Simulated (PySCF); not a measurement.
**Mo²⁺: interval between two levels with spin-orbit coupling**

Aim: the interval between two levels of molybdenum from differences of total energies, at each level of theory, and how far each lands from the tabulated value where there is one.

Method: two-component X2C-1e, generalised determinants. Code: PySCF 2.14.0.

### Step 1. What is computed

- Element: molybdenum (Z = 42)
- Basis: x2c-TZVPall-2c (8s9p7d1f, 77 functions)
- Hamiltonian: two-component X2C-1e, Gaussian nucleus, no Breit or QED terms; spin-orbit coupling, run by run: off; screened by Boettger's factors
- Core shells frozen in the correlated runs: [Ar] 3d10 (for Mo²⁺)
- State 1: Mo²⁺ 4d4 5D4: [Kr] 4d4; 4d5/2 filled at m_j = -1/2, +1/2, +3/2, +5/2
- State 2: Mo²⁺ 4d3 5s1 5F5: [Kr] 4d3 5s1; 4d5/2 filled at m_j = +1/2, +3/2, +5/2; 5s1/2 filled at m_j = +1/2
- Methods: GHF, GMP2

Outer shells as boxes (Hund's rule):

Mo2+ [Kr] 4d4
```
[Kr] core
4d [↑ ][↑ ][↑ ][↑ ][  ]
```

Mo2+ [Kr] 4d3 5s1
```
[Kr] core
4d [↑ ][↑ ][↑ ][  ][  ]
5s [↑ ]
```

All steps ran in one process of a driver on top of PySCF, which takes the settings above as its task.

The driver's launch:

```console
OMP_NUM_THREADS=1 python sorun2.py TASK.json OUT
```

The integrals over 77 functions and the set-up took 1.9 s of CPU time.

### Step 2. Mo²⁺ 4d4 5D4, method by method

GHF (spin-free):

The program printed:

```text
cycle= 1 E= -4045.1441293581  delta_E= -4.05e+03  |FDS-SDF|= 0.0306
cycle= 2 E= -4045.1655070951  delta_E= -0.0214  |FDS-SDF|= 0.0109
cycle= 3 E= -4045.1672468428  delta_E= -0.00174  |FDS-SDF|= 0.00363
cycle= 4 E= -4045.1674187359  delta_E= -0.000172  |FDS-SDF|= 0.000549
cycle= 5 E= -4045.1674274109  delta_E= -8.67e-06  |FDS-SDF|= 9.27e-05
cycle= 6 E= -4045.1674278793  delta_E= -4.68e-07  |FDS-SDF|= 4.15e-05
cycle= 7 E= -4045.1674281456  delta_E= -2.66e-07  |FDS-SDF|= 1.66e-05
cycle= 8 E= -4045.1674281939  delta_E= -4.83e-08  |FDS-SDF|= 1.94e-06
cycle= 9 E= -4045.1674281942  delta_E= -3.13e-10  |FDS-SDF|= 4.25e-07
```

It took 1.4 s on 1 thread of AMD EPYC 9R14, shared host, the integrals not counted.

Occupied spinors (without spin-orbit coupling the j labels only name the start):

| spinor shell | electrons | mean energy (eV) | weight of the nominal j | rms radius (bohr) |
| --- | --- | --- | --- | --- |
| 1s1/2 | 2 | -20126.3 | 1.000 | 0.0404 |
| 2s1/2 | 2 | -2934.2 | 1.000 | 0.166 |
| 2p3/2 | 4 | -2618.6 | 0.833 | 0.148 |
| 2p1/2 | 2 | -2618.5 | 0.667 | 0.148 |
| 3s1/2 | 2 | -547.47 | 1.000 | 0.456 |
| 3p3/2 | 4 | -441.16 | 0.833 | 0.462 |
| 3p1/2 | 2 | -441.30 | 0.667 | 0.462 |
| 3d5/2 | 6 | -268.39 | 0.800 | 0.453 |
| 3d3/2 | 4 | -268.21 | 0.700 | 0.454 |
| 4s1/2 | 2 | -97.884 | 1.000 | 1.18 |
| 4p3/2 | 4 | -66.805 | 0.833 | 1.32 |
| 4p1/2 | 2 | -65.830 | 0.667 | 1.32 |
| 4d5/2 | 4 | -27.547 | 0.700 | 1.84 |

M_J = 4, ⟨J²⟩ = 20.006, ⟨L²⟩ = 6.004, ⟨S²⟩ = 6.002.

GMP2 (spin-free):

This step left no log, only its results.

It took 0.18 s on 1 thread of AMD EPYC 9R14, shared host, the integrals not counted.

With 12 electrons correlated and 6 very high virtual spinors dropped, the MP2 correlation energy is -0.24175 hartree. Largest pairs: 4d5/2-4p3/2 -0.0639, 4p1/2-4p3/2 -0.0351, 4d5/2-4p1/2 -0.0346, 4p3/2-4p3/2 -0.0281, 4d5/2-4d5/2 -0.0274.

GHF (screened spin-orbit):

The program printed:

```text
cycle= 1 E= -4045.6155941245  delta_E= -4.05e+03  |FDS-SDF|= 0.0321
cycle= 2 E= -4045.6377423613  delta_E= -0.0221  |FDS-SDF|= 0.0106
cycle= 3 E= -4045.6394986405  delta_E= -0.00176  |FDS-SDF|= 0.004
cycle= 4 E= -4045.6397329345  delta_E= -0.000234  |FDS-SDF|= 0.00117
cycle= 5 E= -4045.6398003381  delta_E= -6.74e-05  |FDS-SDF|= 0.000877
cycle= 6 E= -4045.6398815043  delta_E= -8.12e-05  |FDS-SDF|= 0.000596
cycle= 7 E= -4045.6399485621  delta_E= -6.71e-05  |FDS-SDF|= 0.000158
cycle= 8 E= -4045.6399510164  delta_E= -2.45e-06  |FDS-SDF|= 0.000113
cycle= 9 E= -4045.6399529831  delta_E= -1.97e-06  |FDS-SDF|= 3.91e-05
cycle= 10 E= -4045.6399531638  delta_E= -1.81e-07  |FDS-SDF|= 2.07e-05
cycle= 11 E= -4045.6399532217  delta_E= -5.79e-08  |FDS-SDF|= 1.15e-05
cycle= 12 E= -4045.6399532387  delta_E= -1.7e-08  |FDS-SDF|= 7.58e-06
cycle= 13 E= -4045.6399532467  delta_E= -8e-09  |FDS-SDF|= 4.91e-06
cycle= 14 E= -4045.6399532511  delta_E= -4.44e-09  |FDS-SDF|= 2.28e-06
cycle= 15 E= -4045.6399532519  delta_E= -7.88e-10  |FDS-SDF|= 8.31e-07
```

Time after the integrals: 2.1 s (1 thread of AMD EPYC 9R14, shared host).

The outer occupied spinors:

| spinor shell | electrons | mean energy (eV) | weight of the nominal j | rms radius (bohr) |
| --- | --- | --- | --- | --- |
| 3p1/2 | 2 | -453.83 | 1.000 | 0.455 |
| 3p3/2 | 4 | -435.30 | 1.000 | 0.465 |
| 3d3/2 | 4 | -270.39 | 0.974 | 0.451 |
| 3d5/2 | 6 | -266.92 | 0.982 | 0.455 |
| 4s1/2 | 2 | -97.890 | 1.000 | 1.18 |
| 4p1/2 | 2 | -70.297 | 0.684 | 1.32 |
| 4p3/2 | 4 | -64.651 | 0.842 | 1.32 |
| 4d5/2 | 4 | -27.528 | 0.670 | 1.85 |

M_J = 4, ⟨J²⟩ = 20.007, ⟨L²⟩ = 6.048, ⟨S²⟩ = 5.988. Rows whose weight is well below 1 mix j = l ± 1/2: exchange competes with spin-orbit coupling there.

GMP2 (screened spin-orbit):

This step left no log, only its results.

It took 0.11 s on 1 thread of AMD EPYC 9R14, shared host, the integrals not counted.

With 12 electrons correlated and 6 very high virtual spinors dropped, the MP2 correlation energy is -0.24170 hartree. Largest pairs: 4d5/2-4p3/2 -0.0796, 4p1/2-4p3/2 -0.0393, 4p3/2-4p3/2 -0.0345, 4d5/2-4d5/2 -0.0275, 4d5/2-4p1/2 -0.0188.

### Step 3. Mo²⁺ 4d3 5s1 5F5

GHF (spin-free):

The program printed:

```text
cycle= 1 E= -4045.0022526760  delta_E= -4.05e+03  |FDS-SDF|= 0.0239
cycle= 2 E= -4045.0169353205  delta_E= -0.0147  |FDS-SDF|= 0.00781
cycle= 3 E= -4045.0178248684  delta_E= -0.00089  |FDS-SDF|= 0.00282
cycle= 4 E= -4045.0179130563  delta_E= -8.82e-05  |FDS-SDF|= 0.000373
cycle= 5 E= -4045.0179162226  delta_E= -3.17e-06  |FDS-SDF|= 5.91e-05
cycle= 6 E= -4045.0179162822  delta_E= -5.96e-08  |FDS-SDF|= 6.09e-06
cycle= 7 E= -4045.0179162843  delta_E= -2.07e-09  |FDS-SDF|= 1.04e-06
```

It took 1.1 s on 1 thread of AMD EPYC 9R14, shared host, the integrals not counted.

Occupied spinors (without spin-orbit coupling the j labels only name the start):

| spinor shell | electrons | mean energy (eV) | weight of the nominal j | rms radius (bohr) |
| --- | --- | --- | --- | --- |
| 1s1/2 | 2 | -20131.2 | 1.000 | 0.0404 |
| 2s1/2 | 2 | -2939.4 | 1.000 | 0.166 |
| 2p3/2 | 4 | -2623.8 | 0.833 | 0.148 |
| 2p1/2 | 2 | -2623.6 | 0.667 | 0.148 |
| 3s1/2 | 2 | -552.60 | 1.000 | 0.456 |
| 3p3/2 | 4 | -446.28 | 0.833 | 0.462 |
| 3p1/2 | 2 | -446.29 | 0.667 | 0.462 |
| 3d5/2 | 6 | -273.53 | 0.800 | 0.453 |
| 3d3/2 | 4 | -273.03 | 0.700 | 0.454 |
| 4s1/2 | 2 | -102.47 | 1.000 | 1.17 |
| 4p3/2 | 4 | -71.032 | 0.833 | 1.31 |
| 4p1/2 | 2 | -69.387 | 0.667 | 1.30 |
| 4d5/2 | 3 | -31.276 | 0.800 | 1.77 |
| 5s1/2 | 1 | -22.239 | 1.000 | 3.14 |

M_J = 5, ⟨J²⟩ = 30.008, ⟨L²⟩ = 12.006, ⟨S²⟩ = 6.001.

GMP2 (spin-free):

No log was kept for this step.

Time after the integrals: 0.11 s (1 thread of AMD EPYC 9R14, shared host).

With 12 electrons correlated and 6 very high virtual spinors dropped, the MP2 correlation energy is -0.24642 hartree. Largest pairs: 4d5/2-4p3/2 -0.0514, 4p1/2-4p3/2 -0.0416, 4p3/2-4p3/2 -0.0305, 4d5/2-4p1/2 -0.0291, 4p3/2-4s1/2 -0.0155.

GHF (screened spin-orbit):

The program printed:

```text
cycle= 1 E= -4045.4718957374  delta_E= -4.05e+03  |FDS-SDF|= 0.0257
cycle= 2 E= -4045.4871697588  delta_E= -0.0153  |FDS-SDF|= 0.00748
cycle= 3 E= -4045.4880828853  delta_E= -0.000913  |FDS-SDF|= 0.00313
cycle= 4 E= -4045.4882213126  delta_E= -0.000138  |FDS-SDF|= 0.00108
cycle= 5 E= -4045.4882839578  delta_E= -6.26e-05  |FDS-SDF|= 0.000905
cycle= 6 E= -4045.4883954784  delta_E= -0.000112  |FDS-SDF|= 0.000663
cycle= 7 E= -4045.4885382821  delta_E= -0.000143  |FDS-SDF|= 0.000418
cycle= 8 E= -4045.4885317864  delta_E= 6.5e-06  |FDS-SDF|= 0.000403
cycle= 9 E= -4045.4884688949  delta_E= 6.29e-05  |FDS-SDF|= 6.89e-05
cycle= 10 E= -4045.4884677832  delta_E= 1.11e-06  |FDS-SDF|= 5.36e-06
cycle= 11 E= -4045.4884677837  delta_E= -5.34e-10  |FDS-SDF|= 9.65e-07
```

Time after the integrals: 1.6 s (1 thread of AMD EPYC 9R14, shared host).

The outer occupied spinors:

| spinor shell | electrons | mean energy (eV) | weight of the nominal j | rms radius (bohr) |
| --- | --- | --- | --- | --- |
| 3p3/2 | 4 | -440.40 | 1.000 | 0.465 |
| 3d3/2 | 4 | -275.33 | 0.979 | 0.452 |
| 3d5/2 | 6 | -272.00 | 0.986 | 0.455 |
| 4s1/2 | 2 | -102.48 | 1.000 | 1.17 |
| 4p3/2 | 4 | -69.187 | 0.870 | 1.31 |
| 4p1/2 | 2 | -73.265 | 0.741 | 1.30 |
| 4d5/2 | 3 | -31.232 | 0.765 | 1.78 |
| 5s1/2 | 1 | -22.244 | 1.000 | 3.14 |

M_J = 5, ⟨J²⟩ = 30.008, ⟨L²⟩ = 12.070, ⟨S²⟩ = 5.983. Rows whose weight is well below 1 mix j = l ± 1/2: exchange competes with spin-orbit coupling there.

GMP2 (screened spin-orbit):

This step left no log, only its results.

It took 0.11 s on 1 thread of AMD EPYC 9R14, shared host, the integrals not counted.

With 12 electrons correlated and 6 very high virtual spinors dropped, the MP2 correlation energy is -0.24623 hartree. Largest pairs: 4d5/2-4p3/2 -0.0594, 4p1/2-4p3/2 -0.0482, 4p3/2-4p3/2 -0.0351, 4d5/2-4p1/2 -0.0210, 4p3/2-4s1/2 -0.0158.

### Step 4. The energy differences

Interval between two levels: Mo²⁺ [Kr] 4d4 [4d5/2^4, M_J = 4] → Mo²⁺ [Kr] 4d3 5s1 [4d5/2^3 5s1/2^1, M_J = 5].

| method | value (eV) | CPU time, both states (s) |
| --- | --- | --- |
| GHF (spin-free) | 4.068 | 2.5 |
| GMP2 (spin-free) | 3.941 | 2.8 |
| GHF (screened spin-orbit) | 4.122 | 3.7 |
| GMP2 (screened spin-orbit) | 3.999 | 3.9 |

Times are CPU seconds on a shared host without the integrals; correlated rows include their Hartree-Fock run.

### Step 5. Summary of results

| quantity | value |
| --- | --- |
| interval between two levels, Mo²⁺ → 4d3 5s1 5F5 | GHF (spin-free) 4.068, GMP2 (screened spin-orbit) 3.999 eV |

The methods span 0.181 eV, from GMP2 (spin-free) (3.941) to GHF (screened spin-orbit) (4.122). No reference value is at hand in this session. Spin-orbit coupling moves the difference by +0.057 eV at GMP2. The basis is finite, and no extrapolation was made.
